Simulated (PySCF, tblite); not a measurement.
# C5H5O3P: infrared bands and NMR shifts

Wanted: the infrared bands and NMR shifts of C5H5O3P (`COC(=O)c1occp1`), by calculation.

Computed with tblite 0.8.0 and PySCF 2.14.0, with density-fitted response routines of our own, on a single molecule in the gas phase. Atoms count from 0, in the outputs and in this text.

**1. The starting structure**

14 atoms, charge 0, multiplicity 1; geometry from: GFN2-xTB.

Bonds of the start (Å): C0–O1 1.42, O1–C2 1.35, C2–O3 1.20, C2–C4 1.46, C4–O5 1.35, O5–C6 1.32, C6–C7 1.36, C7–P8 1.76, P8–C4 1.73, C0–H9 1.09, C0–H10 1.09, C0–H11 1.09, C6–H12 1.08, C7–H13 1.07.

**2. Infrared spectrum with GFN2-xTB**

What the job is given:

```
{"job": {"kind": "ir", "xc": "GFN2-xTB", "basis": "xTB"}, "charge": 0, "multiplicity": 1}
C      2.902654     0.128106    -0.557094
O      1.486734     0.168413    -0.635995
C      0.819528    -0.172984     0.485556
O      1.347601    -0.513044     1.512740
C     -0.610256    -0.059243     0.221677
O     -1.496663    -0.371358     1.184375
C     -2.737943    -0.205796     0.752497
C     -2.867567     0.231481    -0.529039
P     -1.287225     0.461377    -1.279449
H      3.230210    -0.812671    -0.109740
H      3.267459     0.217522    -1.576976
H      3.270633     0.956015     0.053233
H     -3.513331    -0.435918     1.463335
H     -3.812510     0.407626    -1.007286
```

**Question.** This job is followed by: GIAO PBE0/pcSseg-1 NMR shielding, non-relativistic, gas phase. Predict these results of the whole session: strongest single infrared mode (GFN2-xTB); zero-point energy (GFN2-xTB); ¹³C shifts against TMS (PBE0/pcSseg-1); ¹H shifts against TMS (PBE0/pcSseg-1, means over atoms taken as alike); ¹⁷O shifts against H2O (PBE0/pcSseg-1); ³¹P shifts against H3PO4 (PBE0/pcSseg-1).

The runs gave:

| quantity | value |
| --- | --- |
| strongest single infrared mode (GFN2-xTB) | 1759 cm⁻¹, 587 km/mol |
| zero-point energy (GFN2-xTB) | 58.7 kcal/mol |
| ¹³C shifts against TMS (PBE0/pcSseg-1) | 191.1, 165.8, 158.3, 137.0, 53.2 ppm |
| ¹H shifts against TMS (PBE0/pcSseg-1, means over atoms taken as alike) | 8.33, 7.57, 4.08 ppm |
| ¹⁷O shifts against H2O (PBE0/pcSseg-1) | 409.6, 357.9, 176.8 ppm |
| ³¹P shifts against H3PO4 (PBE0/pcSseg-1) | 191.7 ppm |

What this shows: No mode is imaginary among the 36: a minimum at this level. The strongest single mode, at 1759 cm⁻¹, moves mainly C2 and O3. GFN2-xTB is a fitted tight-binding method: band positions and strengths are rough. Its intensities can rank the bands wrongly. At PBE0/pcSseg-1: Shielding is most anisotropic at O3 (span 694 ppm, paramagnetic term -475 ppm). NICS(1)zz of -26 ppm above the planar ring from C4 marks a diatropic (aromatic) ring current.
